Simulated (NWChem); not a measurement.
SiTe:

```
CELL_PARAMETERS angstrom
3.76795 0.00000 0.00000
0.00000 3.76795 0.00000
0.00000 0.00000 3.76795
ATOMIC_POSITIONS crystal
Si 0.00000 0.00000 0.00000
Te 0.50000 0.50000 0.50000
```

The cell was built by a generator and needn't be a form met in nature.

* Program: NWChem 7.3.0
* Task: single point
* Functional: PBE
* Potentials or basis: NWChem's default library (pspw_default)
* Cutoff: 544 eV
* Density cutoff: 1088 eV
* k mesh: 7 × 7 × 7
* Occupations: fermi-dirac, width 0.05 eV
* Spin: no spin polarisation

On this cell: pressure -11.5 GPa.

The same run follows on a disturbed copy (cell strained along its third axis by -2 %):

```
CELL_PARAMETERS angstrom
3.76795 0.00000 0.00000
0.00000 3.76795 0.00000
0.00000 0.00000 3.69259
ATOMIC_POSITIONS crystal
Si 0.00000 0.00000 0.00000
Te 0.50000 0.50000 0.50000
```

Question: What changes?

Answer: The energy moves by -38.3 meV/atom; pressure -11.3 GPa.

Stress tensor (GPa, compression positive):
```
-11.35   0.00   0.00
  0.00 -11.35   0.00
  0.00   0.00 -11.22
```

Caveats: potentials of this library can shift pressures by several GPa and gaps by up to half an eV, enough to turn an indirect gap into a direct one.
